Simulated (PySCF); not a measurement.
**Pb(OH)3: a ladder of methods**

Aim: at the PBE0 minimum of doublet Pb(OH)3, found before, compare methods on energies and levels.

Method: several methods, basis Pb def2-SVP with ECP60, O def2-SVP, H def2-SVP, scalar-relativistic core potentials, no spin–orbit coupling, density fitting; program: PySCF 2.14.0.

### Step 1. Where the work starts

7 atoms, charge 0, spin multiplicity 2.

Bond lengths: Pb1–O2 2.131 Å, Pb1–O3 2.131 Å, Pb1–O4 2.131 Å, O2–H5 0.968 Å, O3–H6 0.968 Å, O4–H7 0.968 Å. Angles: O2–Pb1–O3 104.7°, O2–Pb1–O4 104.7°, O3–Pb1–O4 104.7°, Pb1–O2–H5 108.8°, Pb1–O3–H6 108.8°, Pb1–O4–H7 108.8°.

```xyz
7
charge 0 multiplicity 2
Pb    0.0000    0.0000   -0.1718
O     1.9449    0.1117    0.6910
O    -1.0692    1.6285    0.6910
O    -0.8758   -1.7402    0.6910
H     2.2661   -0.7872    0.8542
H    -0.4513    2.3561    0.8542
H    -1.8148   -1.5689    0.8542
```

### Step 2. Real-space pictures of the lowest minimum

The plane holds Pb1 at (0.00, 0.00), O2 at (2.13, 0.00), O3 at (-0.54, 2.06) Å. Columns run from x = -2.55 to 4.35 Å, rows from y = 4.35 (top) to -1.95 Å, in steps of 0.3 Å. Electrons inside core potentials are absent.

Density (cut at 5 e/Å³):

Ten steps from '0' (0.000 e/Å³) to '9' (5.000 e/Å³), finer at the low end (step k begins (100^(k/10) - 1)/99 of the way up):
```
000000000000000000000000
000000000000000000000000
000000000000000000000000
000000111100000000000000
000012233211000000000000
000124555431000000000000
000246887642000000000000
001258999742100000000000
001358999742100000000000
001247998632100000000000
000135666432111111000000
000123455543222332100000
000123578875335665310000
000124799997457997521000
000135898898568999631000
000135898898568999631000
000124799997557897531000
000123578875335666420000
000012345543223344210000
000001223322111222100000
000000111111000000000000
000000000000000000000000
```

ELF (0 where the density is under 0.005 e/Å³):

Ten even steps from '0' (0.00) to '9' (0.91):
```
000000000000000000000000
000000000000000000000000
000000000000000000000000
000011112342000000000000
000244335675200000000000
002577777887300000000000
014799988987300000000000
014799308875100000000000
014799167852000000000000
002589888731000011000000
000246886321001344310000
000012211221114677631000
000012235542137999852000
000233478873159999863000
002344580085169118852000
013444580085168118741000
013454478873258888731000
003454345543236788741000
002455444443222578741000
001244544443101356530000
000123444442100023210000
000012223221000000000000
```

Spin density:

Ten even steps from '0' (-0.02 e/Å³) to '9' (1.09 e/Å³):
```
000000000000000000000000
000000000000000000000000
000000000000000000000000
000000000000000000000000
000000000000000000000000
000000000000000000000000
000000120000000000000000
000000340000000000000000
000000161000000000000000
000000241000000000000000
000000000000000000000000
000000000000000000000000
000000000000000000000000
000000000000000011000000
000000000000001173000000
000000000000003901000000
000000000000001200000000
000000000000000000000000
000000000000000000000000
000000000000000000000000
000000000000000000000000
000000000000000000000000
```

Making the fields needed 2.6 s of wall time on 2 threads of Arm Neoverse V1, shared host.

### Step 3. PBE0

The steps are one call of a driver around PySCF; scf.py gives each level's set-up. Each SCF starts from the density of the minimum. The driver also runs the species with one electron less or more at the same geometry; their logs are not shown.

The input, scf.py:

```python
from pyscf import gto, scf, dft
mol = gto.M(atom='''
Pb    -0.000000     0.000000    -0.171839
O      1.944932     0.111677     0.690967
O     -1.069181     1.628522     0.690967
O     -0.875750    -1.740199     0.690967
H      2.266128    -0.787241     0.854183
H     -0.451293     2.356145     0.854183
H     -1.814834    -1.568904     0.854184''',
    basis={'Pb': 'def2-SVP', 'O': 'def2-SVP', 'H': 'def2-SVP'},
    ecp={'Pb': 'def2-SVP'},
    charge=0, spin=1)
mf = dft.UKS(mol, xc='PBE0')
mf.grids.atom_grid = (75, 302)
aux = {'Pb': 'def2-universal-JKFIT', 'O': 'def2-universal-JKFIT', 'H': 'def2-universal-JKFIT'}
mf = mf.density_fit(auxbasis=aux)
mf.conv_tol = 1e-08
mf.diis_space = 10
mf.max_cycle = 60
mf.verbose = 4
mf.kernel()
```

The run is started by

```bash
$ OMP_NUM_THREADS=2 python axn.py task.json out
```

Standard output:

```text
init E= -419.890389113334
[... the frontier-level lines of each cycle are left out ...]
cycle= 1 E= -419.890389113142  delta_E= 1.92e-10  |g|= 2.82e-05  |ddm|= 3.78e-05
Extra cycle  E= -419.890389112422  delta_E= 7.2e-10  |g|= 5.04e-05  |ddm|= 6.39e-05
converged SCF energy = -419.890389112422  <S^2> = 0.76467716  2S+1 = 2.0146237
```

This level, with the species of one electron less or more, took 6.7 s.

```
energy                        : -419.890389 Eh
one electron less (charge +1) : -419.541151 Eh (singlet, ⟨S²⟩ 0.00)
one electron more (charge -1) : -419.978588 Eh (singlet, ⟨S²⟩ 0.00)
Mulliken charge of Pb1        : +0.85 e
```

### Step 4. HF

scf.py, as its differences from that of step 3:

```diff
@@ -13,2 +13 @@
-mf = dft.UKS(mol, xc='PBE0')
-mf.grids.atom_grid = (75, 302)
+mf = scf.UHF(mol)
```

Standard output:

```text
init E= -417.884285258629
[... the frontier-level lines of each cycle are left out ...]
cycle= 1 E= -417.91606035465  delta_E= -0.0318  |g|= 0.0549  |ddm|=  0.4
cycle= 2 E= -417.919593670292  delta_E= -0.00353  |g|= 0.0221  |ddm|= 0.103
cycle= 3 E= -417.920556766896  delta_E= -0.000963  |g|= 0.0137  |ddm|= 0.0658
cycle= 4 E= -417.920841159935  delta_E= -0.000284  |g|= 0.00623  |ddm|= 0.0325
cycle= 5 E= -417.920936827323  delta_E= -9.57e-05  |g|= 0.00307  |ddm|= 0.0207
cycle= 6 E= -417.920964831836  delta_E= -2.8e-05  |g|= 0.00174  |ddm|= 0.0104
cycle= 7 E= -417.920978127967  delta_E= -1.33e-05  |g|= 0.000663  |ddm|= 0.00899
cycle= 8 E= -417.920980049191  delta_E= -1.92e-06  |g|= 0.000239  |ddm|= 0.00372
cycle= 9 E= -417.920980269405  delta_E= -2.2e-07  |g|= 0.000106  |ddm|= 0.00123
cycle= 10 E= -417.920980308382  delta_E= -3.9e-08  |g|= 4.61e-05  |ddm|= 0.000527
cycle= 11 E= -417.920980315182  delta_E= -6.8e-09  |g|= 2.18e-05  |ddm|= 0.000219
Extra cycle  E= -417.920980315859  delta_E= -6.77e-10  |g|= 1.61e-05  |ddm|= 3.77e-05
converged SCF energy = -417.920980315859  <S^2> = 0.82508879  2S+1 = 2.0737298
```

This level, with the species of one electron less or more, took 1.4 s.

```
energy                        : -417.920980 Eh
one electron less (charge +1) : -417.560847 Eh (singlet, ⟨S²⟩ 0.00)
one electron more (charge -1) : -417.998031 Eh (singlet, ⟨S²⟩ 0.00)
Mulliken charge of Pb1        : +1.21 e
```

### Step 5. PBE

scf.py, as its differences from that of step 4:

```diff
@@ -13 +13,2 @@
-mf = scf.UHF(mol)
+mf = dft.UKS(mol, xc='PBE')
+mf.grids.atom_grid = (75, 302)
```

Standard output:

```text
init E= -419.936563963318
[... the frontier-level lines of each cycle are left out ...]
cycle= 1 E= -419.939801646369  delta_E= -0.00324  |g|= 0.0567  |ddm|= 0.253
cycle= 2 E= -419.930292804473  delta_E= 0.00951  |g|= 0.154  |ddm|= 0.239
cycle= 3 E= -419.941668645947  delta_E= -0.0114  |g|= 0.00931  |ddm|= 0.147
cycle= 4 E= -419.941734301275  delta_E= -6.57e-05  |g|= 0.00176  |ddm|= 0.0199
cycle= 5 E= -419.941735623629  delta_E= -1.32e-06  |g|= 0.000411  |ddm|= 0.00268
cycle= 6 E= -419.941735128996  delta_E= 4.95e-07  |g|= 0.00109  |ddm|= 0.00149
cycle= 7 E= -419.941735713466  delta_E= -5.84e-07  |g|= 0.000113  |ddm|= 0.00119
cycle= 8 E= -419.941735720352  delta_E= -6.89e-09  |g|= 1.86e-05  |ddm|= 0.000175
Extra cycle  E= -419.941735720207  delta_E= 1.45e-10  |g|= 2.75e-05  |ddm|= 6.3e-05
converged SCF energy = -419.941735720207  <S^2> = 0.75339382  2S+1 = 2.0033909
```

This level, with the species of one electron less or more, took 11 s.

```
energy                        : -419.941736 Eh
one electron less (charge +1) : -419.610278 Eh (singlet, ⟨S²⟩ 0.00)
one electron more (charge -1) : -420.017736 Eh (singlet, ⟨S²⟩ 0.00)
Mulliken charge of Pb1        : +0.70 e
```

### Step 6. B3LYP

scf.py, as its differences from that of step 5:

```diff
@@ -13 +13 @@
-mf = dft.UKS(mol, xc='PBE')
+mf = dft.UKS(mol, xc='B3LYP')
```

Standard output:

```text
init E= -420.201143403468
[... the frontier-level lines of each cycle are left out ...]
cycle= 1 E= -420.201866238282  delta_E= -0.000723  |g|= 0.0302  |ddm|= 0.0705
cycle= 2 E= -420.200992455561  delta_E= 0.000874  |g|= 0.0554  |ddm|= 0.0627
cycle= 3 E= -420.202219870133  delta_E= -0.00123  |g|= 0.00261  |ddm|= 0.0439
cycle= 4 E= -420.202225233775  delta_E= -5.36e-06  |g|= 0.000615  |ddm|= 0.00555
cycle= 5 E= -420.202225774528  delta_E= -5.41e-07  |g|= 0.000233  |ddm|= 0.00197
cycle= 6 E= -420.202225844323  delta_E= -6.98e-08  |g|= 0.000104  |ddm|= 0.000716
cycle= 7 E= -420.202225847959  delta_E= -3.64e-09  |g|= 0.000138  |ddm|= 0.000287
cycle= 8 E= -420.202225857868  delta_E= -9.91e-09  |g|= 1.56e-05  |ddm|= 0.000171
Extra cycle  E= -420.202225857715  delta_E= 1.53e-10  |g|= 3.04e-05  |ddm|= 4.68e-05
converged SCF energy = -420.202225857715  <S^2> = 0.76190032  2S+1 = 2.0118651
```

This level, with the species of one electron less or more, needed 8.2 s of wall time on 2 threads of Arm Neoverse V1, shared host.

* energy: -420.202226 Eh
* one electron less (charge +1): -419.855328 Eh (singlet, ⟨S²⟩ 0.00)
* one electron more (charge -1): -420.290033 Eh (singlet, ⟨S²⟩ 0.00)
* Mulliken charge of Pb1: +0.81 e

### Step 7. r2SCAN

scf.py, as its differences from that of step 6:

```diff
@@ -13,2 +13,2 @@
-mf = dft.UKS(mol, xc='B3LYP')
-mf.grids.atom_grid = (75, 302)
+mf = dft.UKS(mol, xc='R2SCAN')
+mf.grids.atom_grid = (90, 434)
```

Standard output:

```text
init E= -420.118906804496
[... the frontier-level lines of each cycle are left out ...]
cycle= 1 E= -420.12015970965  delta_E= -0.00125  |g|= 0.0161  |ddm|= 0.128
cycle= 2 E= -420.119796955309  delta_E= 0.000363  |g|= 0.032  |ddm|= 0.07
cycle= 3 E= -420.120338853476  delta_E= -0.000542  |g|= 0.00468  |ddm|= 0.0381
cycle= 4 E= -420.120348798464  delta_E= -9.94e-06  |g|= 0.000607  |ddm|= 0.00653
cycle= 5 E= -420.120348965876  delta_E= -1.67e-07  |g|= 0.000477  |ddm|= 0.00143
cycle= 6 E= -420.120348919946  delta_E= 4.59e-08  |g|= 0.000592  |ddm|= 0.00102
cycle= 7 E= -420.1203490951  delta_E= -1.75e-07  |g|= 5e-05  |ddm|= 0.000655
cycle= 8 E= -420.120349096553  delta_E= -1.45e-09  |g|= 8.17e-06  |ddm|= 8.95e-05
Extra cycle  E= -420.120349096569  delta_E= -1.65e-11  |g|= 7.46e-06  |ddm|= 1.84e-05
converged SCF energy = -420.120349096569  <S^2> = 0.75900995  2S+1 = 2.0089898
```

This level, with the species of one electron less or more, took 22 s.

- energy: -420.120349 Eh
- one electron less (charge +1): -419.777001 Eh (singlet, ⟨S²⟩ 0.00)
- one electron more (charge -1): -420.202988 Eh (singlet, ⟨S²⟩ 0.00)
- Mulliken charge of Pb1: +0.82 e

### Step 8. TPSSh

scf.py, as its differences from that of step 7:

```diff
@@ -13 +13 @@
-mf = dft.UKS(mol, xc='R2SCAN')
+mf = dft.UKS(mol, xc='TPSSH')
```

Standard output:

```text
init E= -420.07263665891
[... the frontier-level lines of each cycle are left out ...]
cycle= 1 E= -420.073741448982  delta_E= -0.0011  |g|= 0.00913  |ddm|= 0.0864
cycle= 2 E= -420.073735406083  delta_E= 6.04e-06  |g|= 0.0107  |ddm|= 0.0276
cycle= 3 E= -420.073789801955  delta_E= -5.44e-05  |g|= 0.00505  |ddm|= 0.016
cycle= 4 E= -420.07379985317  delta_E= -1.01e-05  |g|= 0.0006  |ddm|= 0.00367
cycle= 5 E= -420.073800187365  delta_E= -3.34e-07  |g|= 0.000224  |ddm|= 0.00146
cycle= 6 E= -420.073800203036  delta_E= -1.57e-08  |g|= 0.000247  |ddm|= 0.000614
cycle= 7 E= -420.073800229709  delta_E= -2.67e-08  |g|= 8.4e-05  |ddm|= 0.000297
cycle= 8 E= -420.07380023388  delta_E= -4.17e-09  |g|= 1.41e-05  |ddm|= 0.000139
Extra cycle  E= -420.073800233907  delta_E= -2.69e-11  |g|= 1.8e-05  |ddm|= 4.75e-05
converged SCF energy = -420.073800233907  <S^2> = 0.75900523  2S+1 = 2.0089851
```

This level, with the species of one electron less or more, took 18 s.

- energy: -420.073800 Eh
- one electron less (charge +1): -419.734298 Eh (singlet, ⟨S²⟩ 0.00)
- one electron more (charge -1): -420.155014 Eh (singlet, ⟨S²⟩ 0.00)
- Mulliken charge of Pb1: +0.81 e

### Step 9. wB97X

scf.py, as its differences from that of step 8:

```diff
@@ -13,2 +13,2 @@
-mf = dft.UKS(mol, xc='TPSSH')
-mf.grids.atom_grid = (90, 434)
+mf = dft.UKS(mol, xc='WB97X')
+mf.grids.atom_grid = (75, 302)
```

Standard output:

```text
init E= -420.098968974084
[... the frontier-level lines of each cycle are left out ...]
cycle= 1 E= -420.10080664594  delta_E= -0.00184  |g|= 0.0209  |ddm|= 0.114
cycle= 2 E= -420.100939321569  delta_E= -0.000133  |g|= 0.0205  |ddm|= 0.0345
cycle= 3 E= -420.101120386028  delta_E= -0.000181  |g|= 0.00385  |ddm|= 0.0187
cycle= 4 E= -420.101147415576  delta_E= -2.7e-05  |g|= 0.00122  |ddm|= 0.0127
cycle= 5 E= -420.101151378915  delta_E= -3.96e-06  |g|= 0.000506  |ddm|= 0.00449
cycle= 6 E= -420.101152640688  delta_E= -1.26e-06  |g|= 0.00018  |ddm|= 0.00311
cycle= 7 E= -420.101152812997  delta_E= -1.72e-07  |g|= 6.97e-05  |ddm|= 0.00108
cycle= 8 E= -420.101152830886  delta_E= -1.79e-08  |g|= 6e-05  |ddm|= 0.000318
cycle= 9 E= -420.101152835461  delta_E= -4.58e-09  |g|= 1.58e-05  |ddm|= 0.000135
Extra cycle  E= -420.101152836138  delta_E= -6.77e-10  |g|= 1.25e-05  |ddm|= 4.17e-05
converged SCF energy = -420.101152836138  <S^2> = 0.77222685  2S+1 = 2.0221047
```

This level, with the species of one electron less or more, took 7.7 s.

```
energy                        : -420.101153 Eh
one electron less (charge +1) : -419.746007 Eh (singlet, ⟨S²⟩ 0.00)
one electron more (charge -1) : -420.195929 Eh (singlet, ⟨S²⟩ 0.00)
Mulliken charge of Pb1        : +0.87 e
```

### Step 10. MN15

scf.py, as its differences from that of step 9:

```diff
@@ -13,2 +13,2 @@
-mf = dft.UKS(mol, xc='WB97X')
-mf.grids.atom_grid = (75, 302)
+mf = dft.UKS(mol, xc='MN15')
+mf.grids.atom_grid = (90, 434)
```

Standard output:

```text
init E= -419.490951442389
[... the frontier-level lines of each cycle are left out ...]
cycle= 1 E= -419.498212261928  delta_E= -0.00726  |g|= 0.0622  |ddm|= 0.163
cycle= 2 E= -419.497054712097  delta_E= 0.00116  |g|= 0.0795  |ddm|= 0.146
cycle= 3 E= -419.499559304022  delta_E= -0.0025  |g|= 0.0132  |ddm|= 0.0749
cycle= 4 E= -419.49962380022  delta_E= -6.45e-05  |g|= 0.00153  |ddm|= 0.00973
cycle= 5 E= -419.499625566972  delta_E= -1.77e-06  |g|= 0.000373  |ddm|= 0.00364
cycle= 6 E= -419.499625820293  delta_E= -2.53e-07  |g|= 0.000127  |ddm|= 0.000987
cycle= 7 E= -419.499625889757  delta_E= -6.95e-08  |g|= 4.79e-05  |ddm|= 0.00066
cycle= 8 E= -419.499625899546  delta_E= -9.79e-09  |g|= 3.03e-05  |ddm|= 0.000282
Extra cycle  E= -419.49962589915  delta_E= 3.96e-10  |g|= 6.02e-05  |ddm|= 8.44e-05
converged SCF energy = -419.49962589915  <S^2> = 0.76511698  2S+1 = 2.0150603
```

This level, with the species of one electron less or more, needed 21 s of wall time on 2 threads of Arm Neoverse V1, shared host.

* energy: -419.499626 Eh
* one electron less (charge +1): -419.146159 Eh (singlet, ⟨S²⟩ 0.00)
* one electron more (charge -1): -419.594944 Eh (singlet, ⟨S²⟩ 0.00)
* Mulliken charge of Pb1: +0.77 e

### Step 11. The ladder

| level | atomisation energy (kJ/mol) | vertical ionisation energy (eV) | vertical electron affinity (eV) | −ε(HOMO) (eV) | gap (eV) | dipole (D) | wall time |
| --- | --- | --- | --- | --- | --- | --- | --- |
| PBE0 | 2052 | 9.50 | 2.40 | 7.30 | 2.81 | 1.72 | 6.7 s |
| HF | 1128 | 9.80 | 2.10 | 10.71 | 9.57 | 2.56 | 1.4 s |
| PBE | 2212 | 9.02 | 2.07 | 5.85 | 0.75 | 1.29 | 11 s |
| B3LYP | 2086 | 9.44 | 2.39 | 7.02 | 2.34 | 1.60 | 8.2 s |
| r2SCAN | – | 9.34 | 2.25 | 6.31 | 1.21 | 1.51 | 22 s |
| TPSSh | 2072 | 9.24 | 2.21 | 6.52 | 1.73 | 1.53 | 18 s |
| wB97X | 2084 | 9.66 | 2.58 | 9.44 | 6.68 | 1.90 | 7.7 s |
| MN15 | – | 9.62 | 2.59 | 7.95 | 3.79 | 1.72 | 21 s |

Times are for 2 threads of Arm Neoverse V1, shared host; PBE0 starts from its own converged density, so its time is not comparable. A dash stands where a species or a free atom was not run at that level, or the quantity is not defined.

Atomisation goes to high-spin atoms in their ground configurations, run at the same level, without zero-point energy.

### Step 12. What came out

| quantity | value |
| --- | --- |
| atomisation energy, range | 1128 (HF) to 2212 (PBE) kJ/mol |
| vertical ionisation energy, range | 9.02 (PBE) to 9.80 (HF) eV |
| vertical electron affinity, range | 2.07 (PBE) to 2.59 (MN15) eV |
| orbital gap, range | 0.75 (PBE) to 9.57 (HF) eV |

In words: The atomisation energy spreads over 1084 kJ/mol, from HF to PBE; without a CCSD(T) value for it there is no yardstick here. Without diffuse functions electron affinities tend to come out too low. Spin–orbit coupling, left out here, can matter for elements this heavy.
